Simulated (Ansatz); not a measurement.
**ZrHCl+ (quartet): from Hartree-Fock to the top rungs, def2-TZVPP**

An exercise on one series of results from a longer session: the logs are not shown, and one member is left open.

Method: def2-TZVPP, core rule «outside noble gas», up to 9 orbitals frozen; program: Ansatz 0.2.0, Gaussian basis.

To be run: UHF; ROHF; CCSD(T) on UHF.

2 further runs of the same task are left out: 2 set aside as unsound or not needed.

## The geometry

The geometry is a PBE0/def2-TZVP stationary point (not a proven minimum) of the parent state, kept for this charge and spin. No spin-orbit coupling is included. Elements past krypton take def2 core potentials.

3 atoms, charge 1, spin multiplicity 4.

Atoms are counted from 1 here; the program's logs count them from 0.

Bond lengths: Zr1–Cl2 2.379 Å, Zr1–H3 1.933 Å. Angles: Cl2–Zr1–H3 180.0°.

Set-up of the first run:

in.yaml reads:

```yaml
crystal:
  periodic: [false, false, false]
  atoms:
    - {symbol: Zr, position_ang: [0.000000, 0.000000, 0.148733]}
    - {symbol: Cl, position_ang: [0.000000, 0.000000, -2.230367]}
    - {symbol: H, position_ang: [0.000000, 0.000000, 2.081633]}
basis:
  gaussian: {orbitals: def2-TZVPP}
total_charge: 1
magnetization: {spin_polarized: true, initial_magnetization: 3}
hamiltonian: {xc: hf}
output: {orbitals: {seedname: orbitals}}
```

The run is started by

```console
$ ansatz run in.yaml --threads 1 --pin off --events-out ev --progress --plain --max-ram 4096MiB --backend cpu
```

Among the steps run: UHF; ROHF; CCSD(T) on UHF.

One of the session's tables, all rows but one given; the rest of the session is left out.

| method | from UCCSD(T) (kJ/mol) |
| --- | --- |
| ROHF | ? |
| UHF | +691.0 |
| UMP2 | +87.4 |
| UCCSD | +35.1 |
| UCCSD(T) | 0 |

Estimate the missing values for ROHF.

**Answer.** from UCCSD(T) (kJ/mol): +703.3. In the column «from UCCSD(T) (kJ/mol)» it is the highest.
